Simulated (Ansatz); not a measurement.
# CH6BPSSi: a ladder of functionals and wavefunction methods

How much do the methods differ for CH6BPSSi? The plan is to run it at one geometry with functionals of several rungs and with coupled cluster. The yardstick is the atomisation energy at the CCSD(T) limit.

Method: functionals in def2-TZVPP, the program's frozen cores in correlated methods; program: Ansatz 0.2.0, Gaussian basis.

Plan: LDA (SPW92), PBE-D4, revPBE-D4, BLYP-D4, r2SCAN-D4, B97M-V, PBE0-D4, B3LYP-D4, r2SCANh-D4, r2SCAN0-D4, HSE06-D4, BHLYP-D4, CAM-B3LYP-D4, LC-ωPBE, ωB97X-V, ωB97M-V, B2PLYP, PBE-QIDH; CCSD(T)/def2-SVP; CCSD(T)/def2-TZVPP; MP2/def2-QZVPP; extrapolation to the limit; RPA on PBE.

## (1) The geometry

The geometry comes from an earlier relaxation with PBE0-D4 in a triple-zeta def2 set; it is a stationary point, not always the lowest conformer.

SMILES `PB1C[SiH2]S1`, 11 atoms, charge 0, spin multiplicity 1.

Atoms are counted from 1 here; the program's logs count them from 0.

Bond lengths: P1–B2 1.902 Å, P1–H6 1.417 Å, P1–H7 1.415 Å, B2–C3 1.588 Å, B2–S5 1.816 Å, C3–Si4 1.864 Å, C3–H8 1.091 Å, C3–H9 1.094 Å, Si4–S5 2.158 Å, Si4–H10 1.487 Å, Si4–H11 1.486 Å. Angles: B2–P1–H6 97.9°, B2–P1–H7 99.5°, H6–P1–H7 96.8°, P1–B2–C3 126.9°, P1–B2–S5 123.9°, C3–B2–S5 108.7°, B2–C3–Si4 89.2°, B2–C3–H8 115.9°, B2–C3–H9 111.2°, Si4–C3–H8 118.6°, Si4–C3–H9 113.0°, H8–C3–H9 108.0°, C3–Si4–S5 86.7°, C3–Si4–H10 118.3°, C3–Si4–H11 116.0°, S5–Si4–H10 113.6°, S5–Si4–H11 112.0°, H10–Si4–H11 108.7° and more.

Geometry (Å):

| atom | x (Å) | y (Å) | z (Å) |
| --- | --- | --- | --- |
| P1 | -0.1282 | 2.2323 | 1.1175 |
| B2 | -0.0297 | 0.6669 | 0.0416 |
| C3 | 0.0440 | -0.8354 | 0.5504 |
| Si4 | 0.5634 | -1.3614 | -1.1607 |
| S5 | 0.2323 | 0.6865 | -1.7550 |
| H6 | -1.1953 | 1.8268 | 1.9562 |
| H7 | -0.8926 | 3.0585 | 0.2594 |
| H8 | 0.7230 | -1.0230 | 1.3840 |
| H9 | -0.9461 | -1.2078 | 0.8310 |
| H10 | -0.2909 | -2.3377 | -1.8877 |
| H11 | 1.9854 | -1.7627 | -1.3162 |

## (2) LDA

This LDA is Slater exchange with PW92 correlation.

in.yaml reads:

```yaml
crystal:
  periodic: [false, false, false]
  atoms:
    - {symbol: P, position_ang: [-0.128152, 2.232317, 1.117523]}
    - {symbol: B, position_ang: [-0.029741, 0.666923, 0.041624]}
    - {symbol: C, position_ang: [0.044032, -0.835403, 0.550351]}
    - {symbol: Si, position_ang: [0.563448, -1.361433, -1.160666]}
    - {symbol: S, position_ang: [0.232280, 0.686503, -1.755024]}
    - {symbol: H, position_ang: [-1.195312, 1.826780, 1.956171]}
    - {symbol: H, position_ang: [-0.892557, 3.058476, 0.259447]}
    - {symbol: H, position_ang: [0.723002, -1.023040, 1.383974]}
    - {symbol: H, position_ang: [-0.946101, -1.207817, 0.831040]}
    - {symbol: H, position_ang: [-0.290925, -2.337678, -1.887740]}
    - {symbol: H, position_ang: [1.985427, -1.762728, -1.316201]}
basis:
  gaussian: {orbitals: def2-TZVPP}
hamiltonian: {xc: lda}
output: {orbitals: {seedname: orbitals}}
```

Command:

```sh
ansatz run in.yaml --threads 4 --pin off --events-out ev --progress --plain --max-ram 10444MiB
```

Further steps of the session: PBE-D4 (GGA); revPBE-D4 (GGA); BLYP-D4 (GGA); r2SCAN-D4 (meta-GGA); B97M-V (meta-GGA); PBE0-D4 (hybrid); B3LYP-D4 (hybrid); r2SCANh-D4 (hybrid); r2SCAN0-D4 (hybrid); HSE06-D4 (hybrid); BHLYP-D4 (hybrid); CAM-B3LYP-D4 (range-separated); LC-ωPBE (range-separated); ωB97X-V (range-separated); ωB97M-V (range-separated); B2PLYP (double hybrid); PBE-QIDH (double hybrid); CCSD(T) in def2-SVP; CCSD(T) in def2-TZVPP; MP2 in def2-QZVPP; RPA on PBE orbitals.

**Question.** What will the summary of the whole plan be? Wanted: atomisation energy, CCSD(T)/CBS; farthest beyond LDA; mean size of error, GGA; mean size of error, meta-GGA; mean size of error, hybrid; mean size of error, range-separated; mean size of error, double hybrid; gap, smallest and largest; T1 diagnostic.

**Answer**, as computed:

```
                               quantity                                                                      value
        atomisation energy, CCSD(T)/CBS                                                              3797.3 kJ/mol
 functionals within 19.0 kJ/mol (0.5 %)  revPBE-D4, BLYP-D4, B3LYP-D4, r2SCAN0-D4, CAM-B3LYP-D4, LC-ωPBE, PBE-QIDH
                    farthest beyond LDA                                                      B97M-V (+78.6 kJ/mol)
                mean size of error, GGA                                                                31.0 kJ/mol
           mean size of error, meta-GGA                                                                61.9 kJ/mol
             mean size of error, hybrid                                                                31.1 kJ/mol
    mean size of error, range-separated                                                                33.0 kJ/mol
      mean size of error, double hybrid                                                                23.8 kJ/mol
              gap, smallest and largest                                  3.95 eV (LDA (SPW92)), 10.75 eV (LC-ωPBE)
                          T1 diagnostic                                                                     0.0150
triples share of the correlation energy                                                                      4.6 %
```

What this shows: LDA overbinds by 539.1 kJ/mol (14 %). PBE-D4 misses by +78.2 kJ/mol. Double hybrids carry the basis error of their MP2 part in triple zeta, and no dispersion term here, so their miss is partly the set-up's. By mean error the best rung here is double hybrid (23.8 kJ/mol) and the worst beyond LDA is meta-GGA (61.9 kJ/mol). The gap between the best rungs is small, so their order is not settled. The reference freezes the cores and leaves out relativity and excitations past (T), so misses under about 19.0 kJ/mol can't be ranked. Hartree-Fock recovers 74 % of the binding; the rest is correlation. CCSD(T) in def2-SVP is off by -243.8 kJ/mol, worse than the median functional, from the basis alone. The gap grows from 3.9 to 10.7 eV across the functionals, mostly with the share of exact exchange.
